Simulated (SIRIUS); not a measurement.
# TaN (Fm-3m) in SIRIUS: equation of state, part 2 of 2

SIRIUS 7.10.0. The steps go on from the part before.

### 3 Single point, PBE, 9.93 Å³/atom (volume scaled by 0.96)

Contents of sirius.json:

```json
{
  "control": {
    "processing_unit": "cpu",
    "verbosity": 2,
    "num_bands_to_print": 16,
    "print_forces": true,
    "print_stress": true
  },
  "parameters": {
    "electronic_structure_method": "pseudopotential",
    "xc_functionals": ["XC_GGA_X_PBE", "XC_GGA_C_PBE"],
    "gk_cutoff": 9.2,
    "pw_cutoff": 18.4,
    "ngridk": [10, 10, 10],
    "shiftk": [0, 0, 0],
    "smearing": "fermi_dirac",
    "smearing_width": 0.0018374661,
    "num_bands": 16,
    "num_mag_dims": 0,
    "num_dft_iter": 100,
    "energy_tol": 1e-08,
    "density_tol": 1e-06
  },
  "iterative_solver": {
    "type": "davidson",
    "min_tolerance": 1e-09,
    "tolerance_scale": [0.1, 0.25]
  },
  "mixer": {
    "type": "anderson",
    "beta": 0.7,
    "max_history": 8
  },
  "settings": {
    "tol_ne": 1e-10,
    "pseudo_grid_cutoff": 6.5
  },
  "unit_cell": {
    "lattice_vectors": [
      [0.0, 4.062064072321, 4.062064072321],
      [4.062064072321, 0.0, 4.062064072321],
      [4.062064072321, 4.062064072321, 0.0]
    ],
    "atom_coordinate_units": "lattice",
    "atom_types": ["Ta", "N"],
    "atom_files": {
      "Ta": "Ta.json",
      "N": "N.json"
    },
    "atoms": {
      "Ta": [
        [0.5, 0.5, 0.5]
      ],
      "N": [
        [0.0, 0.0, 0.0]
      ]
    }
  }
}
```

Potentials or basis: PseudoDojo 0.4.1 PBE standard (scalar relativistic).

Launch:

```console
> upf_to_json Ta.upf
> upf_to_json N.upf
> OMP_NUM_THREADS=1 sirius.scf --input=sirius.json --output=out.json --task=0
```

Wall time 32 s (1 thread of Arm Neoverse V1, shared host); peak memory 0.27 GiB.

Results (log left out):

```
Free energy            : -2055.4089 eV
Pressure               : 31.4 GPa
Band gap on the k mesh : none (metal or under the smearing width)
```

### 4 Single point, PBE, 10.14 Å³/atom (volume scaled by 0.98)

sirius.json, as its differences from that of step 3:

```diff
@@ -39,5 +39,5 @@
     "lattice_vectors": [
-      [0.0, 4.062064072321, 4.062064072321],
-      [4.062064072321, 0.0, 4.062064072321],
-      [4.062064072321, 4.062064072321, 0.0]
+      [0.0, 4.090079192576, 4.090079192576],
+      [4.090079192576, 0.0, 4.090079192576],
+      [4.090079192576, 4.090079192576, 0.0]
     ],
```

Potentials or basis: PseudoDojo 0.4.1 PBE standard (scalar relativistic).

Launch:

```console
> upf_to_json Ta.upf
> upf_to_json N.upf
> OMP_NUM_THREADS=1 sirius.scf --input=sirius.json --output=out.json --task=0
```

What it wrote:

```text
[info] SIRIUS version : 7.10.0
[info] number of MPI ranks           : 1
[info] MPI grid                      : 1 1
[info] maximum number of OMP threads : 1
[fft] FFT context for density and potential
[fft] =====================================
[fft]   comm size                             : 1
[fft]   plane wave cutoff                     : 18.4
[fft]   grid size                             : 36 36 36   total : 46656
[fft]   grid limits                           : -17 18   -17 18   -17 18
[fft]   number of G-vectors within the cutoff : 7166
[fft]   local number of G-vectors             : 7166
[fft]   number of G-shells                    : 416
[fft] FFT context for coarse grid
[fft] =====================================
[fft]   comm size                             : 1
[fft]   plane wave cutoff                     : 18.4
[fft]   grid size                             : 36 36 36   total : 46656
[... 397 lines left out ...]
[ground_state] === stress_har ===
[ground_state] -5172.886547    0.000000    0.000000
[ground_state]     0.000000-5172.886547   -0.000000
[ground_state]     0.000000   -0.000000-5172.886547
[ground_state] === stress_ewald ===
[ground_state] 45168.149085   -0.000000   -0.000000
[ground_state]    -0.00000045168.149085    0.000000
[ground_state]    -0.000000    0.00000045168.149085
[ground_state] === stress_vloc ===
[ground_state] -1997.919723    0.000000   -0.000000
[ground_state]     0.000000-1997.919723   -0.000000
[ground_state]    -0.000000   -0.000000-1997.919723
[ground_state] === stress_xc ===
[ground_state] -8728.396728    0.000000    0.000000
[ground_state]     0.000000-8728.396728   -0.000000
[ground_state]     0.000000   -0.000000-8728.396728
[ground_state] === stress_core ===
[ground_state] 17883.409441   -0.000000   -0.000000
[ground_state]    -0.00000017883.409441    0.000000
[ground_state]    -0.000000    0.00000017883.409441
[ground_state] === stress_nonloc ===
[ground_state] -12196.437880    0.000000    0.000000
[ground_state]     0.000000-12196.437880   -0.000000
[ground_state]     0.000000   -0.000000-12196.437880
[ground_state] === stress_us_nl ===
[ground_state] -12196.437880    0.000000    0.000000
[ground_state]     0.000000-12196.437880   -0.000000
[ground_state]     0.000000   -0.000000-12196.437880
[ground_state] === stress_total ===
[ground_state]  -222.571406    0.000000    0.000000
[ground_state]     0.000000 -222.571406   -0.000000
[ground_state]     0.000000   -0.000000 -222.571406
[ground_state] ==== total Forces in Ha/bohr =====
[ground_state] atom:    0, force:       0.0000000      0.0000000      0.0000000
[... 14 lines left out ...]
[ground_state] atom:    0, force:       0.0000000      0.0000000      0.0000000
[ground_state] atom:    1, force:       0.0000000      0.0000000      0.0000000
[~DFT_ground_state] local op. applied: 20705
[~DFT_ground_state] evp. work count: 5288.36
[~DFT_ground_state] number of iterative solver steps: 1405
```

Wall time 32 s (1 thread of Arm Neoverse V1, shared host); peak memory 0.28 GiB.

Results:

```
Free energy            : -2055.4780 eV
Pressure               : 22.3 GPa
Band gap on the k mesh : none (metal or under the smearing width)
```

### 5 Single point, PBE, 10.55 Å³/atom (volume scaled by 1.02)

sirius.json, as its differences from that of step 4:

```diff
@@ -39,5 +39,5 @@
     "lattice_vectors": [
-      [0.0, 4.090079192576, 4.090079192576],
-      [4.090079192576, 0.0, 4.090079192576],
-      [4.090079192576, 4.090079192576, 0.0]
+      [0.0, 4.144986136227, 4.144986136227],
+      [4.144986136227, 0.0, 4.144986136227],
+      [4.144986136227, 4.144986136227, 0.0]
     ],
```

Launch:

```console
> upf_to_json Ta.upf
> upf_to_json N.upf
> OMP_NUM_THREADS=1 sirius.scf --input=sirius.json --output=out.json --task=0
```

Wall time 40 s (1 thread of Arm Neoverse V1, shared host); peak memory 0.29 GiB.

Results (log left out):

```
Free energy            : -2055.5513 eV
Pressure               : 6.6 GPa
Band gap on the k mesh : none (metal or under the smearing width)
```

### 6 Single point, PBE, 10.76 Å³/atom (volume scaled by 1.04)

sirius.json, as its differences from that of step 5:

```diff
@@ -39,5 +39,5 @@
     "lattice_vectors": [
-      [0.0, 4.144986136227, 4.144986136227],
-      [4.144986136227, 0.0, 4.144986136227],
-      [4.144986136227, 4.144986136227, 0.0]
+      [0.0, 4.171902384898, 4.171902384898],
+      [4.171902384898, 0.0, 4.171902384898],
+      [4.171902384898, 4.171902384898, 0.0]
     ],
```

Potentials or basis: PseudoDojo 0.4.1 PBE standard (scalar relativistic).

Launch:

```console
> upf_to_json Ta.upf
> upf_to_json N.upf
> OMP_NUM_THREADS=1 sirius.scf --input=sirius.json --output=out.json --task=0
```

It took 41 s on 1 thread of Arm Neoverse V1, shared host; peak memory 0.31 GiB.

The run converged. Its results:

```yaml
Free_energy: -2055.5598 eV
Pressure: 0.0 GPa
Band_gap_on_the_k_mesh: none (metal or under the smearing width)
```

### 7 Single point, PBE, 10.97 Å³/atom (volume scaled by 1.06)

sirius.json, as its differences from that of step 6:

```diff
@@ -39,5 +39,5 @@
     "lattice_vectors": [
-      [0.0, 4.171902384898, 4.171902384898],
-      [4.171902384898, 0.0, 4.171902384898],
-      [4.171902384898, 4.171902384898, 0.0]
+      [0.0, 4.198475728025, 4.198475728025],
+      [4.198475728025, 0.0, 4.198475728025],
+      [4.198475728025, 4.198475728025, 0.0]
     ],
```

Launch:

```console
> upf_to_json Ta.upf
> upf_to_json N.upf
> OMP_NUM_THREADS=1 sirius.scf --input=sirius.json --output=out.json --task=0
```

Run time: 41 s. Hardware: 1 thread of Arm Neoverse V1, shared host; peak memory 0.31 GiB.

It converged, with:

| Quantity | Value |
| --- | --- |
| Free energy | -2055.5518 eV |
| Pressure | -6.0 GPa |
| Band gap on the k mesh | none (metal or under the smearing width) |

### 8 Equation of state, PBE

Potentials or basis: PseudoDojo 0.4.1 PBE standard (scalar relativistic).

No new run: the results of the series are fitted here.

What came out:

```
Equilibrium volume                      : 10.76 Å³/atom
Bulk modulus                            : 329 GPa
Pressure derivative of the bulk modulus : 4.4
```

Energy against volume, from the lowest point:
```
volume (Å³/atom)  energy (meV/atom)
           9.725             122.37
           9.932              75.41
          10.139              40.87
          10.346              17.51
          10.553               4.22
          10.760               0.00
          10.967               3.96
```

The run has no spin-orbit coupling, so splittings on Ta are missing. Zero-point motion and thermal expansion aren't in these numbers.
